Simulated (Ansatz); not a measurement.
Runs of Ansatz 0.2.0 on SbC. The structure is cubic, space group Pm-3m (No. 221). The conventional cell has a = 3.115 Å, b = 3.115 Å, c = 3.115 Å, α = 90.00°, β = 90.00°, γ = 90.00°. Around Sb (site symmetry m-3m) lie 8 C at 2.70 Å. C (site symmetry m-3m) has 8 Sb at 2.70 Å as nearest neighbours. The cell was built by a generator and needn't be a form met in nature.

```csv
level,gap on the mesh (eV),pressure (GPa),relaxed volume (Å³/atom)
PBEsol,none,0.0,14.40
PBEsol+D3(BJ),none,0.0,13.88
PBE,none,0.0,(a)
PBEsol+D4,none,0.0,14.08
```

Alike in all rows: task relaxation of cell and atoms; potentials or basis Ansatz PAW; no spin polarisation; cell relaxed; k mesh 9 × 9 × 9; cutoff (eV) 420; smearing fermi-dirac 0.05 eV.

**Question.** Fill in the values left out.

**Answer.** (a) 15.02.

Caveats: the plane-wave basis is chosen anew once the cell has moved, so the energies of steps on either side of that aren't comparable; the PAW data sets come from PBE, with cores solved anew for the run's functional, which leaves a small shift of forces and pressure (some runs); pairwise dispersion overbinds metals, which lowers pressure and volume (some runs).

A k mesh can miss the band edges, and the runs leave out spin-orbit coupling on Sb.

A gap of «none» marks a metal or a gap under the smearing width.

Not every run made on this cell is shown here.
